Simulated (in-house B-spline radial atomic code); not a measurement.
**H⁻: starting-point dependence of G0W0 and RPA**

Aim: see how far the highest quasi-particle level and the RPA correlation energy of H⁻ depend on the orbitals that they are built on.

Method: RPA, second order, AC-SOSEX and G0W0 (contour deformation) on a scalar-relativistic mean field, all electrons; no spin-orbit coupling, Breit or QED terms, no two-electron picture change. Code: an in-house B-spline radial atomic code, version 1.

## (1) The system

* element: hydrogen (Z = 1)
* charge: -1
* electrons: 2
* configuration: 1s2 (assumed for the anion)
* next ion, run as well: 1s1
* Hamiltonian: scalar-relativistic (spin-free one-electron X2C), finite nucleus
* starts: Hartree-Fock, LC-ωPBE, ωB97X, BHandHLYP, CAM-B3LYP, PBE0

Outer shells as boxes (Hund's rule):

H-
```
1s [↑↓]
```

## (2) Hartree-Fock start

Input settings:

```ini
Z = 1
electrons = 2.0
configuration = 1s2
hamiltonian = x2c
method = hf
lmax = 9
rms_radius = 0.8409
spin_polarised = False
box_radius = 60.0
intervals = 81
```

Launch:

```bash
$ python run_gw.py task.json out
```

One command runs all members of the session, one after another, from task.json.

After this run come: LC-ωPBE start; ωB97X start; BHandHLYP start; CAM-B3LYP start.

**Question.** What will these runs give? Wanted: highest level, mean field; highest level, G0W0; RPA correlation energy; RPA+SOSEX.

The runs gave:

```
                                                  quantity                                                                                                                     value
           highest level, mean field (range over the runs)                                                                                                       -1.416 to -1.258 eV
                 highest level, G0W0 (range over the runs)                                                                                                       -1.109 to -1.058 eV
                                    RPA correlation energy                                                                                              -0.05375 to -0.04964 hartree
                                                 RPA+SOSEX                                                                                                -0.0269 to -0.0248 hartree
                                     runs without a result                                                                                                                    3 of 6
tabulated electron affinity of the neutral atom (1s shell)  0.75419 eV (CRC Handbook (2014) and Andersen, Phys. Rep. 394, 157 (2004), with later updates, as tabulated in mendeleev)
                       G0W0 removal energy less that value                                                                                                       +0.303 to +0.354 eV
```

What this shows: The starts spread the highest level over 0.158 eV; after G0W0 0.051 eV remain, 32 % of that. The RPA energy is largest in size on ωB97X and smallest on Hartree-Fock, 7.6 % apart. The tabulated electron affinity of the neutral atom is 0.75419 eV. G0W0 is off by about +0.310 eV (+41 %) in every run shown, whatever the start. Breit and QED terms, left out, are small for this s level; most of the miss belongs to G0W0 and the Hamiltonian used. As differences of total energies the mean miss over the starts is 0.40 eV for mean field, 0.11 eV for RPA, 0.38 eV for RPA+SOSEX.
